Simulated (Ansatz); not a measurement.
# BBrH5NSi: shift of H7 from Si2 to N3, part 2 of 3

Aim: the minimum-energy path and barrier of the shift of H7 from Si2 to N3. The ends are relaxed first, then joined by a nudged elastic band. SMILES of the start: B[SiH](N)Br.

Ansatz 0.2.0; RKS PBE-D4/def2-SVP. Earlier steps stand in the parts before.

### Step 4. The band

crystal.atoms is end A as relaxed above, and neb.final_atoms is end B, turned to lie on A. With 9 inner images the band has 11 in all. The start path is listed, through a guess of the saddle.

input.yaml reads:

```yaml
crystal:
  periodic: [false, false, false]
  atoms:
    - { symbol: B, position_ang: [-0.683706, 1.197526, -0.789393] }
    - { symbol: Si, position_ang: [0.620038, -0.098522, -0.11782] }
    - { symbol: "N", position_ang: [0.551529, -0.842065, 1.422636] }
    - { symbol: Br, position_ang: [-1.131864, -0.770593, -1.754871] }
    - { symbol: H, position_ang: [-0.361276, 1.962376, -1.674905] }
    - { symbol: H, position_ang: [-1.621982, 1.450351, -0.057529] }
    - { symbol: H, position_ang: [1.866183, -0.604653, -0.779751] }
    - { symbol: H, position_ang: [1.053781, -1.701306, 1.654076] }
    - { symbol: H, position_ang: [-0.204204, -0.639414, 2.080356] }
basis:
  gaussian: { orbitals: def2-SVP }
hamiltonian:
  xc: pbe
  dispersion: d4
neb:
  order_check: false
  images: 9
  f_tol: 0.03
  max_iterations: 60
  final_atoms:
    - { symbol: B, position_ang: [-0.49619752, 1.47088371, -0.76447602] }
    - { symbol: Si, position_ang: [0.31810016, -0.27768839, -1.02126183] }
    - { symbol: "N", position_ang: [0.6086109, -0.79570828, 0.9142858] }
    - { symbol: Br, position_ang: [-1.16345451, -2.01649986, -1.38842976] }
    - { symbol: H, position_ang: [-1.12637941, 2.01371788, -1.65467615] }
    - { symbol: H, position_ang: [-0.00242644, 2.20342966, 0.08959398] }
    - { symbol: H, position_ang: [0.95684552, 0.02059275, 1.4419347] }
    - { symbol: H, position_ang: [1.27925085, -1.56956897, 1.03195413] }
    - { symbol: H, position_ang: [-0.28585056, -1.09545852, 1.33387414] }
  initial_path:
    images:
      - { positions_ang: [[-0.683706, 1.197526, -0.789393], [0.620038, -0.098522, -0.11782], [0.551529, -0.842065, 1.422636], [-1.131864, -0.770593, -1.754871], [-0.361276, 1.962376, -1.674905], [-1.621982, 1.450351, -0.057529], [1.866183, -0.604653, -0.779751], [1.053781, -1.701306, 1.654076], [-0.204204, -0.639414, 2.080356]] }
      - { positions_ang: [[-0.6401595, 1.24129669, -0.76245948], [0.56449367, -0.13392143, -0.20602374], [0.55265869, -0.81710951, 1.3675001], [-1.0822808, -0.97776108, -1.71915755], [-0.44212374, 1.9555418, -1.68608824], [-1.45607272, 1.57196584, 0.01973711], [1.7683533, -0.52189474, -0.57252359], [1.05647043, -1.69140605, 1.55308251], [-0.23284033, -0.67301152, 1.98873187]] }
      - { positions_ang: [[-0.59661299, 1.28506738, -0.73552597], [0.50894933, -0.16932085, -0.29422747], [0.55378837, -0.79215403, 1.31236421], [-1.0326976, -1.18492917, -1.68344409], [-0.52297147, 1.9487076, -1.69727149], [-1.29016345, 1.69358068, 0.09700322], [1.67052361, -0.43913647, -0.36529617], [1.05915985, -1.68150609, 1.45208903], [-0.26147666, -0.70660904, 1.89710774]] }
      - { positions_ang: [[-0.55306649, 1.32883806, -0.70859245], [0.453405, -0.20472028, -0.38243121], [0.55491806, -0.76719854, 1.25722831], [-0.9831144, -1.39209725, -1.64773064], [-0.60381921, 1.9418734, -1.70845473], [-1.12425417, 1.81519551, 0.17426932], [1.57269391, -0.35637821, -0.15806876], [1.06184928, -1.67160614, 1.35109554], [-0.29011299, -0.74020657, 1.80548362]] }
      - { positions_ang: [[-0.50951999, 1.37260875, -0.68165894], [0.39786067, -0.2401197, -0.47063494], [0.55604775, -0.74224305, 1.20209241], [-0.9335312, -1.59926533, -1.61201718], [-0.68466694, 1.9350392, -1.71963798], [-0.9583449, 1.93681035, 0.25153543], [1.47486422, -0.27361994, 0.04915866], [1.0645387, -1.66170618, 1.25010205], [-0.31874932, -0.77380409, 1.71385949]] }
      - { positions_ang: [[-0.46597348, 1.41637944, -0.65472542], [0.34231634, -0.27551913, -0.55883868], [0.55717744, -0.71728757, 1.14695652], [-0.883948, -1.80643342, -1.57630373], [-0.76551468, 1.928205, -1.73082122], [-0.79243562, 2.05842519, 0.32880154], [1.37703452, -0.19086168, 0.25638607], [1.06722813, -1.65180623, 1.14910857], [-0.34738565, -0.80740161, 1.62223536]] }
      - { positions_ang: [[-0.47201829, 1.42728029, -0.67667554], [0.3374731, -0.27595298, -0.65132331], [0.56746413, -0.73297171, 1.10042237], [-0.9398493, -1.84844671, -1.53872894], [-0.83768762, 1.94530758, -1.71559221], [-0.63443379, 2.08742608, 0.28096003], [1.29299672, -0.1485708, 0.4934958], [1.10963268, -1.63535878, 1.12567768], [-0.33507863, -0.86501299, 1.56456312]] }
      - { positions_ang: [[-0.4780631, 1.43818115, -0.69862566], [0.33262987, -0.27638683, -0.74380794], [0.57775082, -0.74865585, 1.05388823], [-0.9957506, -1.89045999, -1.50115414], [-0.90986057, 1.96241016, -1.70036319], [-0.47643195, 2.11642698, 0.23311852], [1.20895892, -0.10627991, 0.73060552], [1.15203722, -1.61891132, 1.10224679], [-0.32277161, -0.92262437, 1.50689087]] }
      - { positions_ang: [[-0.48410791, 1.449082, -0.72057578], [0.32778663, -0.27682068, -0.83629257], [0.58803752, -0.76433999, 1.00735408], [-1.0516519, -1.93247328, -1.46357935], [-0.98203351, 1.97951273, -1.68513418], [-0.31843012, 2.14542787, 0.185277], [1.12492112, -0.06398902, 0.96771525], [1.19444177, -1.60246387, 1.07881591], [-0.31046459, -0.98023575, 1.44921863]] }
      - { positions_ang: [[-0.49015271, 1.45998286, -0.7425259], [0.3229434, -0.27725454, -0.9287772], [0.59832421, -0.78002413, 0.96081994], [-1.1075532, -1.97448657, -1.42600456], [-1.05420646, 1.99661531, -1.66990516], [-0.16042828, 2.17442877, 0.13743549], [1.04088332, -0.02169814, 1.20482498], [1.23684631, -1.58601642, 1.05538502], [-0.29815757, -1.03784713, 1.39154639]] }
      - { positions_ang: [[-0.49619752, 1.47088371, -0.76447602], [0.31810016, -0.27768839, -1.02126183], [0.6086109, -0.79570828, 0.9142858], [-1.16345451, -2.01649986, -1.38842976], [-1.12637941, 2.01371788, -1.65467615], [-0.00242644, 2.20342966, 0.08959398], [0.95684552, 0.02059275, 1.4419347], [1.27925085, -1.56956897, 1.03195413], [-0.28585056, -1.09545852, 1.33387414]] }
```

The run is started by

```bash
ansatz run input.yaml --threads 2 --pin off --max-ram 3072MiB --backend cpu --events-out ev --progress --plain --runs-dir out
```

Standard output, cut to the lines that bear on the results:

```text
Warning: RAYON_NUM_THREADS=2 ignored (pool sized by the plan → 2); use --threads N
[...]
Functional definition: PBE
[...]
1157 factors; their error is unknown
[...]
mean field -80142.43054758 eV, -2945.1800001331 hartree, gradient 2.1e-5 eV, S^2 0.000000; 0 other end points of the search recorded, 0 dependent functions left out
[...]
reference -80142.43058329 eV, -2945.1800014453 hartree; 33, 33 occupied and 70, 70 virtual orbitals, 1157 factors
[...]
Atom 5 at    -0.356659     2.147396     0.298677 Å, force     0.001501     0.000347     0.000483 eV/Å
Atom 6 at     1.378890    -0.086867     0.384325 Å, force    -0.004661    -0.001788    -0.000400 eV/Å
Atom 7 at     1.006674    -1.690974     1.221828 Å, force    -0.000591     0.004598    -0.004828 eV/Å
Atom 8 at    -0.181495    -0.683716     1.905109 Å, force    -0.000187     0.005345    -0.005506 eV/Å
Dipole moment:     0.164532    -0.304630     0.698900 e Å
this run last wrote the band of iteration 16 to <dir>
```

Wall time 4.4 min (2 threads of Arm Neoverse V1, shared host); peak memory 0.15 GiB.

### Step 5. The band, image by image

The 9 inner images lie between the fixed ends 0 and 10. Energy is taken from image 0, and the path length is the program's own coordinate along the band.

```
image  path (Å)  energy (eV)  H7–Si2 (Å)  H7–N3 (Å)  band force (eV/Å)
    0     0.000       0.0000        1.50       2.58                  -
    1     0.631       0.1545        1.50       2.61              0.010
    2     1.262       0.2935        1.50       2.60              0.021
    3     1.893       0.3948        1.50       2.59              0.026
    4     2.524       0.5486        1.50       2.46              0.027
    5     3.154       1.4668        1.52       2.02              0.026
   6*     3.785       2.6700        1.68       1.41              0.008
    7     4.326       1.7343        2.09       1.05              0.007
    8     4.867       1.3571        2.44       1.03              0.008
    9     5.407       1.2780        2.56       1.03              0.003
   10     5.948       1.2651        2.56       1.03                  -
```

The star marks the climbing image.

image, energy (eV) and a bar:
```
        0      0.000 
        1      0.154 ##
        2      0.293 ###
        3      0.395 ####
        4      0.549 ######
        5      1.467 ################
        6      2.670 ##############################
        7      1.734 ###################
        8      1.357 ###############
        9      1.278 ##############
       10      1.265 ##############
```

The top of the band by iteration:

```
iteration  highest image above image 0 (eV)  largest band force (eV/Å)
        1                            4.0710                     13.370
        3                            2.6739                      2.094
        5                            2.6937                      0.678
        7                            2.7579                      0.799
        9                            2.6831                      0.580
       11                            2.6784                      0.209
       13                            2.6711                      0.104
       15                            2.6700                      0.045
       16                            2.6700                      0.027
```

Positions of all images (Å):

```xyz
9
image=0 dE=0.0000
B    -0.684    1.198   -0.789
Si    0.620   -0.099   -0.118
N     0.552   -0.842    1.423
Br   -1.132   -0.771   -1.755
H    -0.361    1.962   -1.675
H    -1.622    1.450   -0.058
H     1.866   -0.605   -0.780
H     1.054   -1.701    1.654
H    -0.204   -0.639    2.080
9
image=1 dE=0.1545
B    -0.592    1.348   -0.668
Si    0.547   -0.185   -0.214
N     0.520   -0.812    1.389
Br   -1.028   -1.156   -1.667
H    -0.439    1.950   -1.710
H    -1.488    1.673    0.089
H     1.892   -0.478   -0.800
H     1.015   -1.674    1.626
H    -0.338   -0.714    1.939
9
image=2 dE=0.2935
B    -0.565    1.434   -0.602
Si    0.445   -0.257   -0.292
N     0.462   -0.799    1.353
Br   -0.858   -1.535   -1.710
H    -0.548    1.950   -1.701
H    -1.263    1.934    0.260
H     1.848   -0.377   -0.809
H     0.981   -1.646    1.600
H    -0.413   -0.751    1.884
9
image=3 dE=0.3948
B    -0.566    1.474   -0.585
Si    0.362   -0.291   -0.319
N     0.392   -0.817    1.336
Br   -0.678   -1.748   -1.755
H    -0.785    1.882   -1.708
H    -0.888    2.176    0.354
H     1.797   -0.249   -0.769
H     0.938   -1.653    1.565
H    -0.485   -0.821    1.865
9
image=4 dE=0.5486
B    -0.578    1.493   -0.625
Si    0.231   -0.321   -0.340
N     0.297   -0.874    1.296
Br   -0.540   -1.883   -1.823
H    -1.000    1.910   -1.685
H    -0.478    2.263    0.310
H     1.702   -0.093   -0.560
H     0.943   -1.650    1.465
H    -0.489   -0.890    1.945
9
image=5 dE=1.4668
B    -0.597    1.485   -0.682
Si    0.138   -0.340   -0.451
N     0.286   -0.922    1.182
Br   -0.585   -1.983   -1.867
H    -1.013    1.992   -1.703
H    -0.392    2.175    0.299
H     1.574   -0.022   -0.079
H     0.998   -1.646    1.305
H    -0.321   -0.785    1.978
9
image=6 dE=2.6700
B    -0.612    1.478   -0.689
Si    0.085   -0.310   -0.660
N     0.435   -0.850    1.093
Br   -0.665   -2.063   -1.865
H    -1.002    2.012   -1.707
H    -0.357    2.147    0.299
H     1.379   -0.087    0.384
H     1.007   -1.691    1.222
H    -0.181   -0.684    1.905
9
image=7 dE=1.7343
B    -0.641    1.474   -0.690
Si    0.058   -0.276   -0.853
N     0.536   -0.818    1.004
Br   -0.770   -2.124   -1.833
H    -0.999    2.035   -1.707
H    -0.301    2.136    0.284
H     1.317   -0.143    0.806
H     0.974   -1.735    1.163
H    -0.086   -0.596    1.806
9
image=8 dE=1.3571
B    -0.633    1.458   -0.733
Si    0.219   -0.247   -0.972
N     0.588   -0.783    0.948
Br   -0.881   -2.129   -1.664
H    -1.090    2.053   -1.692
H    -0.246    2.125    0.224
H     1.367   -0.150    1.177
H     0.931   -1.749    1.060
H    -0.166   -0.626    1.636
9
image=9 dE=1.2780
B    -0.557    1.463   -0.759
Si    0.341   -0.243   -1.010
N     0.610   -0.783    0.925
Br   -1.011   -2.056   -1.476
H    -1.156    2.005   -1.671
H    -0.139    2.190    0.139
H     1.217   -0.087    1.387
H     1.062   -1.706    1.003
H    -0.278   -0.828    1.446
9
image=10 dE=1.2651
B    -0.496    1.471   -0.764
Si    0.318   -0.278   -1.021
N     0.609   -0.796    0.914
Br   -1.163   -2.017   -1.388
H    -1.126    2.014   -1.655
H    -0.002    2.203    0.090
H     0.957    0.021    1.442
H     1.279   -1.570    1.032
H    -0.286   -1.095    1.334
```

### Step 6. Vibrations at the top

The geometry is the highest inner image of the first converged band.

input.yaml reads:

```yaml
crystal:
  periodic: [false, false, false]
  atoms:
    - { symbol: B, position_ang: [-0.612246, 1.478498, -0.688923] }
    - { symbol: Si, position_ang: [0.085026, -0.310134, -0.659626] }
    - { symbol: "N", position_ang: [0.434679, -0.850093, 1.093126] }
    - { symbol: Br, position_ang: [-0.664752, -2.062667, -1.864865] }
    - { symbol: H, position_ang: [-1.001617, 2.012257, -1.706852] }
    - { symbol: H, position_ang: [-0.356659, 2.147396, 0.298677] }
    - { symbol: H, position_ang: [1.37889, -0.086867, 0.384325] }
    - { symbol: H, position_ang: [1.006674, -1.690974, 1.221828] }
    - { symbol: H, position_ang: [-0.181495, -0.683716, 1.905109] }
basis:
  gaussian: { orbitals: def2-SVP }
hamiltonian:
  xc: pbe
  dispersion: d4
phonons: {}
```

The run is started by

```bash
ansatz run input.yaml --threads 2 --pin off --max-ram 3072MiB --backend cpu --events-out ev --progress --plain --runs-dir out
```

Standard output, cut to the lines that bear on the results:

```text
Warning: RAYON_NUM_THREADS=2 ignored (pool sized by the plan → 2); use --threads N
[...]
[... 1 set-up line as earlier in the session ...]
[...]
1157 factors; their error is unknown
[...]
mean field -80139.77182107 eV, -2945.0822937361 hartree, gradient 2.9e-5 eV, S^2 0.000000; 0 other end points of the search recorded, 0 dependent functions left out
[...]
reference -80139.77185822 eV, -2945.0822951011 hartree; 33, 33 occupied and 70, 70 virtual orbitals, 1157 factors
[...]
1157 factors; their error is unknown
[...]
WARN: phonons: modes at or below zero, which the zero-point energy, F, S and C_V leave out: 1, the lowest at -1330.32 cm⁻¹. A minimum has none, and a first-order saddle one
[...]
Atom 5 at    -0.356659     2.147396     0.298677 Å, force     0.001465     0.000380     0.000450 eV/Å
Atom 6 at     1.378890    -0.086867     0.384325 Å, force    -0.004703    -0.001660    -0.000415 eV/Å
Atom 7 at     1.006674    -1.690974     1.221828 Å, force    -0.000603     0.004598    -0.004743 eV/Å
Atom 8 at    -0.181495    -0.683716     1.905109 Å, force    -0.000165     0.005314    -0.005480 eV/Å
Dipole moment:     0.164532    -0.304636     0.698898 e Å
Vibrations: -1330.32 93.68 163.81 171.58 289.34 359.65 394.09 546.67 587.02 660.50 758.19 784.33 787.64 1073.27 1100.72 1462.36 1693.57 2502.89 2617.94 3355.53 3532.67 cm⁻¹, zero-point energy 1.421817 eV
```

Run time: 57 s. Hardware: 2 threads of Arm Neoverse V1, shared host; peak memory 0.14 GiB.

Of 21 modes, 1 is imaginary by more than 30 cm⁻¹ (1330i cm⁻¹).

### Step 7. A trajectory let go at the top

It starts at the highest inner image of the first converged band: 200 steps of 0.5 fs at constant energy, with velocities drawn for 300 K.

Changes to input.yaml since step 6:

```diff
@@ -17,2 +17,8 @@
   dispersion: d4
-phonons: {}
+md:
+  timestep: 0.5
+  n_steps: 200
+  ensemble: nve
+  temperature: 300.0
+  initial_velocities: maxwell_boltzmann
+  seed: 10365
```

The run is started by

```bash
ansatz run input.yaml --threads 2 --pin off --max-ram 3072MiB --backend cpu --events-out ev --progress --plain --runs-dir out
```

Standard output, cut to the lines that bear on the results:

```text
Warning: RAYON_NUM_THREADS=2 ignored (pool sized by the plan → 2); use --threads N
[...]
[... 1 set-up line as earlier in the session ...]
[...]
1157 factors; their error is unknown
[...]
mean field -80139.77182107 eV, -2945.0822937361 hartree, gradient 2.9e-5 eV, S^2 0.000000; 0 other end points of the search recorded, 0 dependent functions left out
[...]
reference -80139.77185822 eV, -2945.0822951011 hartree; 33, 33 occupied and 70, 70 virtual orbitals, 1157 factors
[...]
md step    45: t =    22.50 fs  T =  1268.5 K  F+E_penalty+E_count = -80140.84864072 eV  E_kin = 1.147791 eV  conserved = -80139.70084959 eV  (30 SCF iters, 3 dispersion substeps)
[...]
md step    58: t =    29.00 fs  T =   786.7 K  F+E_penalty+E_count = -80140.40904986 eV  E_kin = 0.711854 eV  conserved = -80139.69719614 eV  (33 SCF iters, 3 dispersion substeps)
md step    59: t =    29.50 fs  T =   780.1 K  F+E_penalty+E_count = -80140.40287860 eV  E_kin = 0.705822 eV  conserved = -80139.69705660 eV  (31 SCF iters, 3 dispersion substeps)
```

### Step 8. The log goes on: dynamics from the highest image of the converged band

The log, continued, cut to the lines that bear on the results:

```text
md step    60: t =    30.00 fs  T =   802.4 K  F+E_penalty+E_count = -80140.42327580 eV  E_kin = 0.726033 eV  conserved = -80139.69724259 eV  (32 SCF iters, 3 dispersion substeps)
[...]
md step    79: t =    39.50 fs  T =   719.1 K  F+E_penalty+E_count = -80140.34784810 eV  E_kin = 0.650700 eV  conserved = -80139.69714769 eV  (32 SCF iters, 3 dispersion substeps)
[...]
md step   136: t =    68.00 fs  T =   558.8 K  F+E_penalty+E_count = -80140.20357162 eV  E_kin = 0.505644 eV  conserved = -80139.69792800 eV  (30 SCF iters, 3 dispersion substeps)
md step   137: t =    68.50 fs  T =   518.3 K  F+E_penalty+E_count = -80140.16671170 eV  E_kin = 0.469012 eV  conserved = -80139.69769980 eV  (30 SCF iters, 3 dispersion substeps)
md step   138: t =    69.00 fs  T =   497.0 K  F+E_penalty+E_count = -80140.14743214 eV  E_kin = 0.449676 eV  conserved = -80139.69775626 eV  (30 SCF iters, 3 dispersion substeps)
```

### Step 9. The log goes on: dynamics from the highest image of the converged band

Output, continued, cut to the lines that bear on the results:

```text
md step   139: t =    69.50 fs  T =   493.6 K  F+E_penalty+E_count = -80140.14476715 eV  E_kin = 0.446639 eV  conserved = -80139.69812788 eV  (30 SCF iters, 3 dispersion substeps)
[...]
md step   154: t =    77.00 fs  T =   821.0 K  F+E_penalty+E_count = -80140.44209828 eV  E_kin = 0.742831 eV  conserved = -80139.69926682 eV  (30 SCF iters, 3 dispersion substeps)
[...]
Atom 5 at    -1.505852     1.182863     0.407510 Å, force    -0.219592     0.343991     0.373180 eV/Å
Atom 6 at     1.009601    -1.391248     1.620988 Å, force    -0.306949     0.154723    -1.002296 eV/Å
Atom 7 at    -0.349277    -1.855696     0.563981 Å, force     0.921024     0.917989     0.825327 eV/Å
Atom 8 at    -0.272063    -0.271032     1.349982 Å, force     0.975205    -1.911472    -0.647758 eV/Å
Dipole moment:     0.071813    -0.154052     0.994298 e Å
```

It took 5.7 min on 2 threads of Arm Neoverse V1, shared host; peak memory 0.14 GiB.

### Step 10. The trajectory

The trajectory, every 15 steps (energies from step 0):

```
time (fs)  T (K)  potential energy change (meV/atom)  total energy change (meV/atom)  H7–Si2 (Å)  H7–N3 (Å)
      0.0    300                                 0.0                            0.00        1.68       1.41
      7.5    252                                 4.9                            0.07        1.70       1.24
     15.0   1075                               -78.0                           -0.05        2.15       1.00
     22.5   1269                               -97.6                           -0.27        2.74       1.04
     30.0    802                               -50.4                            0.13        3.09       1.11
     37.5    860                               -56.3                           -0.03        3.13       1.07
     45.0   1169                               -87.6                           -0.22        3.06       0.98
     52.5    791                               -49.5                           -0.07        3.04       0.98
     60.0    529                               -22.9                            0.04        3.06       1.10
     67.5    615                               -31.6                            0.00        2.75       1.10
     75.0    696                               -40.1                           -0.22        2.74       1.01
     82.5    886                               -58.9                            0.07        3.01       0.98
     90.0   1188                               -89.4                           -0.12        3.10       1.06
     97.5   1269                               -97.6                           -0.17        3.02       1.10
    100.0   1251                               -95.8                           -0.12        2.92       1.05
```

time (fs), T (K) and a bar:
```
      0.0        300 ##
      4.5        235 
      8.5        286 ##
     13.0        879 ###################
     17.5       1094 #########################
     21.5       1208 #############################
     26.0       1029 #######################
     30.5        850 ##################
     35.0        973 ######################
     39.0        720 ##############
     43.5       1046 ########################
     48.0        874 ###################
     52.0        819 #################
     56.5        878 ###################
     61.0        539 #########
     65.0        763 ################
     69.5        494 ########
     74.0        526 #########
     78.5        839 ##################
     82.5        886 ###################
     87.0       1198 ############################
     91.5       1126 ##########################
     95.5       1115 ##########################
    100.0       1251 ##############################
```

Bonds that form or break, judged by distance (formed within 1.15 times the sum of covalent radii and held on average over 12 fs, broken when stretched by half; pairs already stretched at the start don't count as bonds):

```
time (fs)   bond  event
     11.0  N3–H7  forms
```

The last frame stands with the bonds of end B.

(Part 2 of 3 ends here.)
